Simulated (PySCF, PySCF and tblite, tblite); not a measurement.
# C₄H₈O₃: conformers and averaged spectra

Which conformers does C₄H₈O₃ (`CO[C@H]1COCO1`) populate, and what do their averaged NMR parameters look like?

Programs: PySCF 2.14.0 with density-fitted response routines of our own, and tblite 0.8.0. All values are computed, except where a source is named. Atoms count from 0 throughout.

## (1) The molecule as given

15 atoms, charge 0, multiplicity 1; geometry from: MMFF94s geometry.

Bonds of the start (Å): C0–H7 1.10, C0–H8 1.09, C0–H9 1.09, C0–O1 1.42, C2–C3 1.51, C2–H10 1.10, C2–O6 1.44, C3–H11 1.11, C3–H12 1.11, C3–O4 1.42, C5–H13 1.09, C5–H14 1.09, C5–O6 1.43, O1–C2 1.40, O4–C5 1.43.

## (2) GFN2-xTB relaxation, conformer 1

The job: settings as JSON, then the geometry in Å.

```
{"job": {"xc": "GFN2-xTB", "basis": "xTB", "kind": "relax"}, "charge": 0, "multiplicity": 1}
C      2.383700     0.106300    -0.120300
O      1.273800    -0.203500     0.716300
C      0.084500    -0.364900    -0.007600
C     -1.068900    -0.719900     0.902000
O     -2.228000    -0.356800     0.175800
C     -1.797700     0.779300    -0.586500
O     -0.365500     0.857600    -0.616200
H      2.227400     1.079000    -0.606900
H      2.531100    -0.679200    -0.865600
H      3.270800     0.176000     0.502500
H      0.189400    -1.119800    -0.799200
H     -1.093900    -1.794900     1.162400
H     -1.049400    -0.151900     1.854300
H     -2.183400     1.691500    -0.128900
H     -2.178300     0.709200    -1.603900
```

Run with:

```bash
$ OMP_NUM_THREADS=1 python ens_run.py task.json out
```

One launch serves the whole session.

Log:

```text
step      E/eV     max force
  0    -675.63889    1.447
  1    -675.71696    0.649
  2    -675.73418    0.262
  3    -675.74350    0.222
  4    -675.75091    0.219
  5    -675.75539    0.162
  6    -675.75860    0.148
  7    -675.76092    0.157
  8    -675.76279    0.137
  9    -675.76432    0.120
 10    -675.76579    0.115
 11    -675.76756    0.133
 12    -675.76995    0.144
 13    -675.77280    0.125
 14    -675.77536    0.142
 15    -675.77770    0.163
 16    -675.78068    0.172
 17    -675.78470    0.222
 18    -675.79048    0.242
 19    -675.79815    0.236
 20    -675.80674    0.214
 21    -675.81380    0.163
 22    -675.81897    0.213
 23    -675.82326    0.309
 24    -675.81258    0.623
 25    -675.83342    0.220
 26    -675.83898    0.178
 27    -675.84760    0.598
 28    -675.85476    0.133
 29    -675.85728    0.139
 30    -675.86283    0.351
 31    -675.86726    0.122
 32    -675.87115    0.089
 33    -675.87308    0.104
 34    -675.87410    0.079
 35    -675.87507    0.083
 36    -675.87598    0.081
 37    -675.87690    0.081
 38    -675.87833    0.103
 39    -675.88049    0.152
 40    -675.88339    0.168
 41    -675.88644    0.132
 42    -675.88935    0.128
 43    -675.89219    0.157
 44    -675.89466    0.145
 45    -675.89643    0.097
 46    -675.89760    0.072
 47    -675.89849    0.061
 48    -675.89920    0.075
 49    -675.89971    0.068
 50    -675.90010    0.045
 51    -675.90055    0.052
 52    -675.90126    0.072
 53    -675.90234    0.090
 54    -675.90379    0.111
 55    -675.90551    0.110
 56    -675.90745    0.116
 57    -675.90939    0.115
 58    -675.91094    0.094
 59    -675.91187    0.091
 60    -675.91235    0.080
 61    -675.91303    0.062
 62    -675.91349    0.051
 63    -675.91379    0.042
 64    -675.91398    0.032
 65    -675.91398    0.032
 66    -675.91405    0.025
 67    -675.91418    0.017
 68    -675.91421    0.016
 69    -675.91429    0.018
 70    -675.91433    0.016
 71    -675.91439    0.018
 72    -675.91442    0.019
 73    -675.91444    0.013
 74    -675.91446    0.011
 75    -675.91447    0.009
 76    -675.91448    0.011
 77    -675.91449    0.011
 78    -675.91450    0.012
 79    -675.91452    0.010
 80    -675.91453    0.010
 81    -675.91455    0.010
 82    -675.91456    0.010
 83    -675.91458    0.010
 84    -675.91459    0.011
 85    -675.91461    0.010
 86    -675.91462    0.009
 87    -675.91463    0.009
 88    -675.91464    0.008
 89    -675.91465    0.009
 90    -675.91466    0.006
 91    -675.91466    0.007
 92    -675.91467    0.009
 93    -675.91468    0.011
 94    -675.91470    0.014
 95    -675.91472    0.013
 96    -675.91474    0.012
 97    -675.91476    0.014
 98    -675.91479    0.013
 99    -675.91480    0.009
100    -675.91481    0.007
101    -675.91482    0.006
102    -675.91483    0.005
103    -675.91483    0.004
104    -675.91483    0.002
```

Wall time 0.47 s (1 thread of Arm Neoverse V1, shared host).

The energy fell by 0.276 eV, and the atoms moved 0.47 Å (root mean square).

GFN2-xTB relaxation, conformer 2:

The job: settings as JSON, then the geometry in Å.

```
{"job": {"xc": "GFN2-xTB", "basis": "xTB", "kind": "relax"}, "charge": 0, "multiplicity": 1}
C     -1.645100     0.970900     0.050300
O     -1.212000     0.287000     1.197000
C      0.099700    -0.307000     1.108800
C      0.221200    -1.368500     0.031000
O      0.727500    -0.674100    -1.089600
C      1.519500     0.366300    -0.529600
O      1.108200     0.652800     0.803800
H     -2.634400     1.396600     0.273900
H     -1.753500     0.294000    -0.799800
H     -0.988900     1.801700    -0.190700
H      0.294000    -0.735700     2.088800
H      0.968300    -2.126400     0.323000
H     -0.721800    -1.875900    -0.199900
H      1.443700     1.268300    -1.142200
H      2.569000     0.058100    -0.508100
```

Log:

```text
step      E/eV     max force
  0    -675.68427    1.495
  1    -675.76641    0.615
  2    -675.78577    0.335
  3    -675.79647    0.288
  4    -675.80547    0.249
  5    -675.80918    0.162
  6    -675.81269    0.179
  7    -675.81488    0.132
  8    -675.81594    0.081
  9    -675.81631    0.045
 10    -675.81654    0.042
 11    -675.81681    0.052
 12    -675.81717    0.062
 13    -675.81762    0.053
 14    -675.81819    0.067
 15    -675.81885    0.073
 16    -675.81955    0.073
 17    -675.82016    0.057
 18    -675.82061    0.048
 19    -675.82098    0.050
 20    -675.82136    0.055
 21    -675.82175    0.043
 22    -675.82210    0.049
 23    -675.82238    0.043
 24    -675.82260    0.039
 25    -675.82260    0.039
 26    -675.82270    0.038
 27    -675.82302    0.031
 28    -675.82313    0.035
 29    -675.82340    0.034
 30    -675.82359    0.038
 31    -675.82384    0.041
 32    -675.82402    0.031
 33    -675.82418    0.033
 34    -675.82432    0.033
 35    -675.82447    0.041
 36    -675.82461    0.035
 37    -675.82471    0.021
 38    -675.82479    0.022
 39    -675.82486    0.023
 40    -675.82493    0.024
 41    -675.82502    0.027
 42    -675.82511    0.025
 43    -675.82523    0.029
 44    -675.82539    0.039
 45    -675.82559    0.042
 46    -675.82583    0.036
 47    -675.82608    0.042
 48    -675.82634    0.057
 49    -675.82658    0.052
 50    -675.82677    0.031
 51    -675.82689    0.026
 52    -675.82696    0.021
 53    -675.82700    0.019
 54    -675.82704    0.015
 55    -675.82706    0.016
 56    -675.82709    0.013
 57    -675.82711    0.015
 58    -675.82714    0.017
 59    -675.82718    0.020
 60    -675.82723    0.014
 61    -675.82726    0.013
 62    -675.82728    0.013
 63    -675.82730    0.012
 64    -675.82733    0.013
 65    -675.82735    0.011
 66    -675.82737    0.009
 67    -675.82738    0.008
 68    -675.82739    0.011
 69    -675.82740    0.011
 70    -675.82741    0.008
 71    -675.82742    0.006
 72    -675.82742    0.004
 73    -675.82742    0.003
```

It took 0.32 s on 1 thread of Arm Neoverse V1, shared host.

Relaxing gained 0.143 eV and moved the atoms by 0.12 Å on average (rms).

GFN2-xTB relaxation, conformer 3:

The job: settings as JSON, then the geometry in Å.

```
{"job": {"xc": "GFN2-xTB", "basis": "xTB", "kind": "relax"}, "charge": 0, "multiplicity": 1}
C     -2.038500     0.168200     0.608600
O     -1.378100    -0.912200    -0.014600
C      0.037200    -0.738100    -0.142800
C      0.438100     0.224600    -1.259500
O      1.789300     0.540400    -0.919200
C      1.846000     0.422500     0.495500
O      0.676900    -0.206400     1.006200
H     -1.698600     0.314900     1.643400
H     -3.109500    -0.069200     0.639600
H     -1.925300     1.093900     0.044400
H      0.461500    -1.724000    -0.339800
H      0.372100    -0.238300    -2.243000
H     -0.149200     1.144200    -1.250900
H      1.946200     1.418400     0.939300
H      2.727500    -0.159900     0.770800
```

Log:

```text
step      E/eV     max force
  0    -675.58071    1.434
  1    -675.64949    0.571
  2    -675.66867    0.396
  3    -675.68334    0.355
  4    -675.69473    0.242
  5    -675.69951    0.183
  6    -675.70317    0.144
  7    -675.70549    0.135
  8    -675.70731    0.120
  9    -675.70872    0.119
 10    -675.70989    0.108
 11    -675.71082    0.069
 12    -675.71163    0.064
 13    -675.71236    0.071
 14    -675.71303    0.077
 15    -675.71368    0.060
 16    -675.71440    0.066
 17    -675.71524    0.073
 18    -675.71612    0.080
 19    -675.71693    0.080
 20    -675.71769    0.070
 21    -675.71851    0.064
 22    -675.71931    0.076
 23    -675.71997    0.072
 24    -675.72051    0.069
 25    -675.72106    0.056
 26    -675.72174    0.080
 27    -675.72253    0.079
 28    -675.72335    0.073
 29    -675.72429    0.083
 30    -675.72572    0.109
 31    -675.72815    0.189
 32    -675.73115    0.217
 33    -675.73364    0.147
 34    -675.73384    0.178
 35    -675.73685    0.148
 36    -675.73804    0.122
 37    -675.74120    0.116
 38    -675.74362    0.193
 39    -675.74676    0.173
 40    -675.74947    0.174
 41    -675.75323    0.186
 42    -675.75599    0.194
 43    -675.76191    0.142
 44    -675.76701    0.132
 45    -675.76963    0.113
 46    -675.77230    0.102
 47    -675.77427    0.094
 48    -675.77564    0.082
 49    -675.77668    0.077
 50    -675.77783    0.072
 51    -675.77933    0.081
 52    -675.78067    0.078
 53    -675.78180    0.085
 54    -675.78309    0.085
 55    -675.78412    0.072
 56    -675.78495    0.078
 57    -675.78581    0.083
 58    -675.78699    0.074
 59    -675.78844    0.094
 60    -675.78978    0.087
 61    -675.79069    0.063
 62    -675.79121    0.049
 63    -675.79150    0.037
 64    -675.79150    0.037
 65    -675.79160    0.034
 66    -675.79179    0.027
 67    -675.79185    0.023
 68    -675.79194    0.024
 69    -675.79201    0.026
 70    -675.79212    0.033
 71    -675.79226    0.034
 72    -675.79246    0.041
 73    -675.79275    0.062
 74    -675.79320    0.079
 75    -675.79376    0.086
 76    -675.79428    0.066
 77    -675.79462    0.041
 78    -675.79484    0.039
 79    -675.79509    0.053
 80    -675.79538    0.053
 81    -675.79566    0.048
 82    -675.79594    0.050
 83    -675.79630    0.051
 84    -675.79679    0.073
 85    -675.79744    0.088
 86    -675.79813    0.097
 87    -675.79872    0.070
 88    -675.79915    0.062
 89    -675.79948    0.052
 90    -675.79976    0.059
 91    -675.79987    0.063
 92    -675.80024    0.062
 93    -675.80048    0.048
 94    -675.80099    0.042
 95    -675.80121    0.040
 96    -675.80150    0.036
 97    -675.80172    0.036
 98    -675.80192    0.032
 99    -675.80206    0.030
100    -675.80220    0.027
101    -675.80232    0.027
102    -675.80245    0.027
103    -675.80257    0.029
104    -675.80269    0.036
105    -675.80280    0.036
106    -675.80290    0.026
107    -675.80298    0.018
108    -675.80303    0.014
109    -675.80305    0.009
110    -675.80306    0.008
111    -675.80307    0.009
112    -675.80308    0.007
113    -675.80309    0.008
114    -675.80310    0.007
115    -675.80311    0.006
116    -675.80312    0.008
117    -675.80313    0.008
118    -675.80314    0.009
119    -675.80315    0.008
120    -675.80316    0.010
121    -675.80317    0.009
122    -675.80318    0.008
123    -675.80319    0.009
124    -675.80321    0.009
125    -675.80322    0.008
126    -675.80322    0.007
127    -675.80323    0.004
```

Wall time 0.57 s (1 thread of Arm Neoverse V1, shared host).

Gain 0.223 eV; displacement 0.45 Å root mean square.

## (3) Shieldings, conformer 1: B3LYP/pcSseg-1 in benzene

The job: settings as JSON, then the geometry in Å.

```
{"job": {"xc": "B3LYP", "basis": "pcSseg-1", "solvent": "benzene", "kind": "nmr", "pop": true}, "charge": 0, "multiplicity": 1}
C      2.240226     0.289337    -0.104375
O      1.061148     0.039840     0.635402
C      0.052265    -0.569678    -0.105418
C     -1.137311    -0.847014     0.842785
O     -2.214791    -0.141600     0.268684
C     -1.631513     0.850311    -0.521901
O     -0.490780     0.268815    -1.096516
H      2.036163     0.944509    -0.955339
H      2.671963    -0.649582    -0.468700
H      2.930678     0.773127     0.582301
H      0.437869    -1.464952    -0.618240
H     -1.404998    -1.900782     0.905359
H     -0.883771    -0.454907     1.834992
H     -1.347409     1.726348     0.091595
H     -2.324153     1.144217    -1.312541
```

Log:

```text
coarse grid: 12568 points
cycle   1  E = -382.6137754470  dE =  1.109e+00  |g| = 9.419e-01  |ddm| = 3.315e+00
cycle   2  E = -382.4286018414  dE =  1.852e-01  |g| = 1.399e+00  |ddm| = 1.488e+00
cycle   3  E = -382.7610121761  dE = -3.324e-01  |g| = 8.014e-02  |ddm| = 9.599e-01
cycle   4  E = -382.7620361333  dE = -1.024e-03  |g| = 3.305e-02  |ddm| = 6.005e-02
cycle   5  E = -382.7622211913  dE = -1.851e-04  |g| = 1.325e-02  |ddm| = 2.567e-02
cycle   6  E = -382.7622473350  dE = -2.614e-05  |g| = 4.001e-03  |ddm| = 9.378e-03
cycle   7  E = -382.7622505632  dE = -3.228e-06  |g| = 3.245e-04  |ddm| = 2.973e-03
final grid: 121432 points
cycle   8  E = -382.8496793195  dE = -3.692e-05  |g| = 8.142e-03  |ddm| = 1.940e-02
cycle   9  E = -382.8496680568  dE =  1.126e-05  |g| = 1.147e-02  |ddm| = 1.034e-02
cycle  10  E = -382.8496918391  dE = -2.378e-05  |g| = 9.424e-04  |ddm| = 6.126e-03
cycle  11  E = -382.8496920163  dE = -1.772e-07  |g| = 1.202e-04  |ddm| = 7.987e-04
cycle  12  E = -382.8496920193  dE = -2.992e-09  |g| = 2.507e-05  |ddm| = 9.212e-05
cycle  13  E = -382.8496920194  dE = -8.390e-11  |g| = 1.468e-05  |ddm| = 2.706e-05
converged SCF energy = -382.8496920194

GIAO shielding tensors (ppm)
atom      isotropic    diamagn.    paramagn.     s11        s22        s33       span
  0 C      123.167     243.660    -120.493     89.639    101.582    178.279     88.640
  1 O      259.796     400.001    -140.205    206.162    268.033    305.193     99.031
  2 C       73.345     245.791    -172.446     42.339     76.066    101.631     59.292
  3 C      104.595     248.569    -143.974     71.786     97.540    144.459     72.673
  4 O      253.997     397.272    -143.276    155.972    248.604    357.414    201.442
  5 C       81.760     243.501    -161.741     43.497     86.931    114.852     71.355
  6 O      208.740     400.226    -191.487    144.802    195.349    286.068    141.266
  7 H       27.836      29.963      -2.127     23.308     26.496     33.704     10.396
  8 H       28.502      28.948      -0.446     24.726     26.188     34.592      9.866
  9 H       28.043      28.609      -0.566     24.175     25.814     34.139      9.964
 10 H       26.523      31.469      -4.946     23.062     25.773     30.734      7.672
 11 H       27.414      29.201      -1.787     23.657     26.386     32.198      8.541
 12 H       28.061      30.714      -2.653     23.783     28.097     32.304      8.521
 13 H       26.659      30.171      -3.512     21.963     25.944     32.070     10.107
 14 H       26.357      27.995      -1.639     22.075     25.197     31.798      9.723
```

Run time: 17 s. Hardware: 1 thread of Arm Neoverse V1, shared host; peak memory 0.83 GiB.

Key values: HOMO -7.39 eV, LUMO 1.33 eV; dipole 1.50 D.

## (4) Shieldings, conformer 2: B3LYP/pcSseg-1 in benzene

The job: settings as JSON, then the geometry in Å.

```
{"job": {"xc": "B3LYP", "basis": "pcSseg-1", "solvent": "benzene", "kind": "nmr", "pop": false}, "charge": 0, "multiplicity": 1}
C     -1.708221     0.960673     0.096582
O     -1.202376     0.250657     1.216327
C      0.082983    -0.257254     1.078774
C      0.234333    -1.352417    -0.005360
O      0.760763    -0.648465    -1.107056
C      1.581723     0.328347    -0.549437
O      1.015102     0.723024     0.678703
H     -2.710309     1.272907     0.380460
H     -1.755688     0.330114    -0.795792
H     -1.093311     1.839682    -0.112883
H      0.337527    -0.626264     2.080041
H      0.933582    -2.127137     0.334772
H     -0.716046    -1.801152    -0.287984
H      1.637393     1.183521    -1.230091
H      2.598130    -0.068247    -0.360563
```

Log:

```text
coarse grid: 12568 points
cycle   1  E = -382.6083905581  dE =  1.105e+00  |g| = 9.463e-01  |ddm| = 3.314e+00
cycle   2  E = -382.4185019553  dE =  1.899e-01  |g| = 1.411e+00  |ddm| = 1.517e+00
cycle   3  E = -382.7566520740  dE = -3.382e-01  |g| = 8.572e-02  |ddm| = 9.892e-01
cycle   4  E = -382.7578529663  dE = -1.201e-03  |g| = 3.437e-02  |ddm| = 6.599e-02
cycle   5  E = -382.7580574600  dE = -2.045e-04  |g| = 1.347e-02  |ddm| = 2.666e-02
cycle   6  E = -382.7580848488  dE = -2.739e-05  |g| = 4.062e-03  |ddm| = 9.635e-03
cycle   7  E = -382.7580880728  dE = -3.224e-06  |g| = 3.708e-04  |ddm| = 3.080e-03
final grid: 121432 points
cycle   8  E = -382.8457989441  dE = -4.386e-05  |g| = 8.427e-03  |ddm| = 2.100e-02
cycle   9  E = -382.8457862090  dE =  1.274e-05  |g| = 1.198e-02  |ddm| = 1.126e-02
cycle  10  E = -382.8458126338  dE = -2.642e-05  |g| = 9.831e-04  |ddm| = 6.654e-03
cycle  11  E = -382.8458128211  dE = -1.873e-07  |g| = 1.696e-04  |ddm| = 8.802e-04
cycle  12  E = -382.8458128267  dE = -5.588e-09  |g| = 4.056e-05  |ddm| = 1.524e-04
cycle  13  E = -382.8458128269  dE = -2.143e-10  |g| = 2.307e-05  |ddm| = 4.135e-05
converged SCF energy = -382.8458128269

GIAO shielding tensors (ppm)
atom      isotropic    diamagn.    paramagn.     s11        s22        s33       span
  0 C      130.568     245.579    -115.011    103.345    109.822    178.536     75.191
  1 O      266.908     396.600    -129.692    211.387    260.800    328.537    117.149
  2 C       75.755     245.350    -169.595     46.815     80.330    100.119     53.304
  3 C      106.481     248.889    -142.407     73.953     97.093    148.397     74.444
  4 O      252.662     398.943    -146.281    176.491    249.079    332.417    155.926
  5 C       78.159     240.981    -162.822     40.321     84.542    109.613     69.292
  6 O      226.688     401.040    -174.352    136.301    242.918    300.846    164.545
  7 H       28.353      28.709      -0.356     24.222     26.372     34.465     10.242
  8 H       28.591      31.209      -2.617     24.383     27.632     33.759      9.376
  9 H       28.144      30.748      -2.604     24.146     26.750     33.535      9.389
 10 H       26.094      29.652      -3.558     21.899     25.541     30.843      8.945
 11 H       27.979      29.826      -1.847     23.251     26.676     34.010     10.758
 12 H       27.478      30.626      -3.148     24.861     26.087     31.485      6.625
 13 H       26.012      28.966      -2.954     22.345     24.837     30.854      8.509
 14 H       26.545      28.110      -1.565     21.227     25.442     32.965     11.738
```

It took 16 s on 1 thread of Arm Neoverse V1, shared host; peak memory 0.86 GiB.

In short: HOMO -7.10 eV, LUMO 1.23 eV; dipole 1.16 D.

## (5) Shieldings, conformer 3: B3LYP/pcSseg-1 in benzene

The job: settings as JSON, then the geometry in Å.

```
{"job": {"xc": "B3LYP", "basis": "pcSseg-1", "solvent": "benzene", "kind": "nmr", "pop": false}, "charge": 0, "multiplicity": 1}
C     -1.771250     0.306876     0.752297
O     -1.362586    -0.802641    -0.027017
C     -0.003421    -0.901521    -0.315648
C      0.508063     0.121024    -1.367914
O      1.702090     0.624909    -0.814555
C      1.565215     0.488050     0.566210
O      0.839527    -0.693286     0.792784
H     -1.267802     0.306378     1.722995
H     -2.841243     0.176862     0.896330
H     -1.587708     1.259170     0.243581
H      0.121816    -1.937251    -0.655392
H      0.738026    -0.338515    -2.327583
H     -0.234541     0.916933    -1.508438
H      1.034865     1.359079     0.999464
H      2.554536     0.392857     1.020974
```

Log:

```text
coarse grid: 12568 points
cycle   1  E = -382.6048366295  dE =  1.103e+00  |g| = 9.481e-01  |ddm| = 3.318e+00
cycle   2  E = -382.4202837909  dE =  1.846e-01  |g| = 1.402e+00  |ddm| = 1.501e+00
cycle   3  E = -382.7535699072  dE = -3.333e-01  |g| = 8.316e-02  |ddm| = 9.691e-01
cycle   4  E = -382.7547380916  dE = -1.168e-03  |g| = 3.066e-02  |ddm| = 6.351e-02
cycle   5  E = -382.7549140262  dE = -1.759e-04  |g| = 1.195e-02  |ddm| = 2.495e-02
cycle   6  E = -382.7549361043  dE = -2.208e-05  |g| = 3.911e-03  |ddm| = 8.322e-03
cycle   7  E = -382.7549389212  dE = -2.817e-06  |g| = 4.241e-04  |ddm| = 2.830e-03
final grid: 121432 points
cycle   8  E = -382.8433511161  dE = -3.999e-05  |g| = 8.658e-03  |ddm| = 1.977e-02
cycle   9  E = -382.8433375242  dE =  1.359e-05  |g| = 1.237e-02  |ddm| = 1.129e-02
cycle  10  E = -382.8433654759  dE = -2.795e-05  |g| = 9.671e-04  |ddm| = 6.721e-03
cycle  11  E = -382.8433656611  dE = -1.851e-07  |g| = 1.571e-04  |ddm| = 8.695e-04
cycle  12  E = -382.8433656659  dE = -4.806e-09  |g| = 3.700e-05  |ddm| = 1.407e-04
cycle  13  E = -382.8433656661  dE = -2.141e-10  |g| = 1.822e-05  |ddm| = 3.881e-05
converged SCF energy = -382.8433656661

GIAO shielding tensors (ppm)
atom      isotropic    diamagn.    paramagn.     s11        s22        s33       span
  0 C      131.984     245.136    -113.152    107.109    111.649    177.193     70.084
  1 O      276.938     396.883    -119.945    240.367    253.651    336.796     96.429
  2 C       75.371     245.452    -170.081     40.400     82.621    103.091     62.691
  3 C      111.503     249.881    -138.378     73.451     98.339    162.718     89.267
  4 O      252.244     397.207    -144.963    151.058    253.470    352.205    201.147
  5 C       78.658     243.668    -165.010     44.117     83.676    108.181     64.064
  6 O      220.653     399.742    -179.088    141.161    215.145    305.654    164.493
  7 H       28.081      30.333      -2.252     23.935     26.776     33.533      9.599
  8 H       28.263      28.504      -0.241     23.995     26.312     34.481     10.487
  9 H       28.505      30.873      -2.367     24.562     27.117     33.836      9.274
 10 H       25.924      29.701      -3.776     21.977     25.086     30.709      8.732
 11 H       27.640      29.502      -1.863     23.942     26.305     32.671      8.728
 12 H       27.773      31.366      -3.593     24.153     27.478     31.689      7.536
 13 H       26.541      30.568      -4.027     22.559     26.045     31.020      8.461
 14 H       26.260      28.044      -1.784     22.139     24.954     31.686      9.547
```

Wall time 16 s (1 thread of Arm Neoverse V1, shared host); peak memory 0.83 GiB.

This run: HOMO -7.32 eV, LUMO 1.16 eV; dipole 1.46 D.

(Part 1 of 3 ends here.)
